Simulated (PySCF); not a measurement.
# C₅H₅FS: magnetic properties

Computed with PySCF 2.14.0 and routines of our own; the level stands in each step. Atoms count from 0.

## 1. The system as given

12 atoms, charge 0, multiplicity 1; geometry from: GFN2-xTB.

## 2. Magnetic properties: GIAO wB97X-D/pcSseg-1

The job: settings as JSON, then the geometry in Å.

```
{"job": {"kind": "mag", "xc": "wB97X-D", "basis": "pcSseg-1", "isotopologues": 2}, "charge": 0, "multiplicity": 1}
F     -2.020755    -1.276618     0.904044
C     -1.496914    -0.310750     0.081916
C     -0.106982     0.086048     0.551626
C      1.050906    -0.815499     0.164843
C      1.655938     0.119361    -0.592919
C      0.618173     1.101144    -0.347501
S      0.273027     2.596056    -0.835915
H     -1.474460    -0.728422    -0.930079
H     -2.175345     0.548116     0.121707
H     -0.144043     0.360439     1.608212
H      1.262227    -1.836594     0.419296
H      2.559427     0.156034    -1.171259
```

With the program's defaults for keys left out, this is: GIAO wB97X-D/pcSseg-1 magnetisability, rotational g tensor and spin-rotation constants, non-relativistic, gas phase.

Command:

```console
OMP_NUM_THREADS=1 python excited_run.py task.json out
```

This one command runs all jobs of the session in turn.

**Question.** How long does this first job take on 1 thread of Arm Neoverse V1, shared host, and how much memory does it need?

About 24 s, with a peak of 0.82 GiB.
